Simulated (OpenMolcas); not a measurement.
# triplet GeSiH6O at 6 levels

Aim: a comparison of 6 runs (UB3LYP/6-31G*, U-r2SCAN/def2-SVP, U-revPBE/def2-SVP, UBHLYP/def2-SVP, UM06-L/def2-SVP, UPBE/def2-SVP) of triplet GeSiH6O. 

Program for the calculation: OpenMolcas 26.06.

## Step 1: Starting point

GeSiH6O: 9 atoms, total charge 0, spin state triplet. As SMILES of the parent species, `[SiH3][O][GeH3]`. Geometry: relaxed at PBE0-D4/def2-TZVP. That shape belongs to the parent species and isn't relaxed for this state.

Bond lengths: Si1–O2 1.633 Å, O2–Ge3 1.776 Å, Si1–H4 1.490 Å, Si1–H5 1.484 Å, Si1–H6 1.490 Å, Ge3–H7 1.532 Å, Ge3–H8 1.538 Å, Ge3–H9 1.538 Å. Some angles: Si1–O2–Ge3 134.7°, O2–Si1–H4 111.0°, O2–Si1–H5 108.2°, O2–Si1–H6 111.0°, O2–Ge3–H7 105.5°, O2–Ge3–H8 108.4°, O2–Ge3–H9 108.4°, H4–Si1–H5 109.4°, H4–Si1–H6 107.8°, H5–Si1–H6 109.4°.

## Step 2: A single-point energy at UB3LYP/6-31G(d) (spherical functions) (run 1)

job.input reads:

```
&GATEWAY
 BasLib=$CurrDir
 Coord
 9
 angstrom
 Si      -0.686600       1.033100      -0.921400
 O        0.592700       0.201900      -0.339400
 Ge       0.809800      -1.049500       0.901700
 H       -1.697500       0.113200      -1.514500
 H       -0.195800       1.964800      -1.966700
 H       -1.355600       1.810800       0.159300
 H        2.310800      -1.355600       0.917000
 H       -0.018800      -2.280500       0.498400
 H        0.329300      -0.484400       2.248700
 Basis=6-31Gs
 Group=NoSym

&SEWARD
 GridInput
 Grid=UltraFine
 End of Grid

&SCF
 UHF
 Spin=3
 KSDFT=B3LYP
 Thresholds=1e-10 1e-07 1e-07 1e-05
 PrOrbitals=1 1
```

The basis set 6-31G* is read from a file made from the Basis Set Exchange's data (not shown).

Launch:

```
$ export MOLCAS_MEM=1860
$ pymolcas job.input > job.log
```

What it wrote:

```text
--- Start Module: gateway ---
[...]
--- Stop Module: gateway /rc=_RC_ALL_IS_WELL_ ---
--- Start Module: seward ---
[...]
      Basis functions           76
--- Stop Module: seward /rc=_RC_ALL_IS_WELL_ ---
[...]
--- Start Module: scf ---
[...]
       Convergence after  27 Iterations
[...]
::    Total KS-DFT energy                           -2444.8839940256
[...]
      Total spin, S                                     1.0020238964
[...]
      Total electronic charge=   60.000000
      Total            charge=   -0.000000
[...]
      Dipole Moment (debye):
      Origin of the operator (angstrom)=    0.3994   -0.3686    0.2888
                   X= -1.0062E+00               Y=  1.8458E-01               Z= -4.3722E-04           Total=  1.0230E+00
      Quadrupole Moment (debye*angstrom):
[...]
--- Stop Module: scf /rc=_RC_ALL_IS_WELL_ ---
[...]
```

Run time: 74 s. Hardware: 1 thread of AMD EPYC 7R43 (Zen 3), shared host; peak memory 0.43 GiB.

## Step 3: The energy at U-r2SCAN/def2-SVP (run 2)

coord.xyz reads:

```xyz
9

Si    -0.686600     1.033100    -0.921400
O      0.592700     0.201900    -0.339400
Ge     0.809800    -1.049500     0.901700
H     -1.697500     0.113200    -1.514500
H     -0.195800     1.964800    -1.966700
H     -1.355600     1.810800     0.159300
H      2.310800    -1.355600     0.917000
H     -0.018800    -2.280500     0.498400
H      0.329300    -0.484400     2.248700
```

mol.input reads:

```
* GeH6OSi Kohn-Sham DFT
>>> EXPORT MOLCAS_PRINT=2

&GATEWAY
 BasLib = $CurrDir
 Coord = coord.xyz
 Basis = def2-SVP
 Group = NoSym

&SEWARD
 GridInput
 Grid=UltraFine
 End of Grid

&SCF
 UHF
 Spin = 3
 KSDFT = 2
 1.0 MGGA_X_R2SCAN
 1.0 MGGA_C_R2SCAN
 Thresholds = 1e-10 1e-07 1e-07 1e-05
 PrOrbitals = 1 2
```

The basis set def2-SVP is read from a file made from the Basis Set Exchange's data (not shown).

Launch:

```
$ export MOLCAS_MEM=1860
$ pymolcas mol.input > mol.log
```

What it wrote:

```text
--- Start Module: gateway ---
[...]
--- Stop Module: gateway /rc=_RC_ALL_IS_WELL_ ---
--- Start Module: seward ---
[...]
      Basis functions           94
--- Stop Module: seward /rc=_RC_ALL_IS_WELL_ ---
[...]
--- Start Module: scf ---
[...]
       Convergence after  28 Iterations
[...]
::    Total KS-DFT energy                           -2444.6425838786
[...]
      Total spin, S                                     1.0024393999
[...]
      Total electronic charge=   60.000000
      Total            charge=   -0.000000
[...]
      Dipole Moment (debye):
      Origin of the operator (angstrom)=    0.3994   -0.3686    0.2888
                   X= -8.6511E-01               Y=  3.3713E-02               Z=  1.2108E-01           Total=  8.7420E-01
      Quadrupole Moment (debye*angstrom):
[...]
--- Stop Module: scf /rc=_RC_ALL_IS_WELL_ ---
[...]
```

Run time: 2.2 min. Hardware: 1 thread of AMD EPYC 7R43 (Zen 3), shared host; peak memory 0.52 GiB.

## Step 4: The energy at U-revPBE/def2-SVP (run 3)

Changes to job.input since step 2:

```diff
@@ -1 +1,3 @@
+>>> EXPORT MOLCAS_PRINT=2
+
 &GATEWAY
@@ -14,3 +16,3 @@
  H        0.329300      -0.484400       2.248700
- Basis=6-31Gs
+ Basis=def2-SVP
  Group=NoSym
@@ -25,4 +27,4 @@
  Spin=3
- KSDFT=B3LYP
+ KSDFT=revPBE
  Thresholds=1e-10 1e-07 1e-07 1e-05
- PrOrbitals=1 1
+ PrOrbitals=1 2
```

The basis set def2-SVP is read from a file made from the Basis Set Exchange's data (not shown).

Launch:

```
$ export MOLCAS_MEM=1860
$ pymolcas job.input > job.log
```

What it wrote:

```text
--- Start Module: gateway ---
[...]
--- Stop Module: gateway /rc=_RC_ALL_IS_WELL_ ---
--- Start Module: seward ---
[...]
      Basis functions           94
--- Stop Module: seward /rc=_RC_ALL_IS_WELL_ ---
[...]
--- Start Module: scf ---
[...]
       Convergence after  32 Iterations
[...]
::    Total KS-DFT energy                           -2444.4700958134
[...]
      Total spin, S                                     1.0009690513
[...]
      Total electronic charge=   60.000000
      Total            charge=   -0.000000
[...]
      Dipole Moment (debye):
      Origin of the operator (angstrom)=    0.3994   -0.3686    0.2888
                   X= -8.6121E-01               Y= -1.0090E-01               Z=  2.5865E-01           Total=  9.0485E-01
      Quadrupole Moment (debye*angstrom):
[...]
--- Stop Module: scf /rc=_RC_ALL_IS_WELL_ ---
[...]
```

Wall time 1.7 min (1 thread of AMD EPYC 7R43 (Zen 3), shared host); peak memory 0.52 GiB.

Runs 4 to 5 aren't shown in full; the table further down has their settings and results.

## Step 5: A single-point energy at UPBE/def2-SVP (run 6)

mol.input reads:

```
&GATEWAY
BasLib=$CurrDir
Coord
9
angstrom
Si      -0.686600       1.033100      -0.921400
O        0.592700       0.201900      -0.339400
Ge       0.809800      -1.049500       0.901700
H       -1.697500       0.113200      -1.514500
H       -0.195800       1.964800      -1.966700
H       -1.355600       1.810800       0.159300
H        2.310800      -1.355600       0.917000
H       -0.018800      -2.280500       0.498400
H        0.329300      -0.484400       2.248700
Basis=def2-SVP
Group=NoSym
&SEWARD
GridInput
Grid=UltraFine
End of Grid
&SCF
UHF
Spin=3
KSDFT=PBE
Thresholds=1e-10 1e-07 1e-07 1e-05
PrOrbitals=1 1
```

The basis set def2-SVP is read from a file made from the Basis Set Exchange's data (not shown).

Launch:

```
$ export MOLCAS_MEM=1860
$ pymolcas mol.input > mol.log
```

What it wrote:

```text
--- Start Module: gateway ---
[...]
--- Stop Module: gateway /rc=_RC_ALL_IS_WELL_ ---
--- Start Module: seward ---
[...]
      Basis functions           94
--- Stop Module: seward /rc=_RC_ALL_IS_WELL_ ---
[...]
--- Start Module: scf ---
[...]
       Convergence after  32 Iterations
[...]
::    Total KS-DFT energy                           -2444.1603255237
[...]
      Total spin, S                                     1.0009239838
[...]
      Total electronic charge=   60.000000
      Total            charge=   -0.000000
[...]
      Dipole Moment (debye):
      Origin of the operator (angstrom)=    0.3994   -0.3686    0.2888
                   X= -9.0171E-01               Y= -1.1486E-01               Z=  2.8082E-01           Total=  9.5138E-01
      Quadrupole Moment (debye*angstrom):
[...]
--- Stop Module: scf /rc=_RC_ALL_IS_WELL_ ---
[...]
```

It took 1.7 min on 1 thread of AMD EPYC 7R43 (Zen 3), shared host; peak memory 0.51 GiB.

## Step 6: Overview of the runs

```tsv
run	level	energy (Eh)	dipole moment (D)	HOMO energy (eV)	⟨S²⟩	wall time
1	UB3LYP/6-31G* (spherical functions)	-2444.883994	1.02	-2.06	2.006	74 s
2	U-r2SCAN/def2-SVP	-2444.642584	0.87	-1.61	2.007	2.2 min
3	U-revPBE/def2-SVP	-2444.470096	0.90	-1.44	2.003	1.7 min
4	UBHLYP/def2-SVP	-2444.633874	0.90	-2.61	2.011	1.8 min
5	UM06-L/def2-SVP	-2444.644757	0.75	-1.35	2.005	2 min
6	UPBE/def2-SVP	-2444.160326	0.95	-1.49	2.003	1.7 min
```

## Step 7: Results

```
                                 quantity           value
                      run 6: total energy  -2444.16033 Eh
                     run 6: dipole moment          0.95 D
run 6: HOMO energy (highest over α and β)        -1.49 eV
                              run 6: ⟨S²⟩           2.003
```

In words: The dipole moment (its size) runs from 0.75 D (UM06-L/def2-SVP) to 1.02 D (UB3LYP/6-31G*). The two ends differ in method and basis. Totals of different functionals can't be ranked against each other. All runs together took 11 min, the longest 2.2 min.
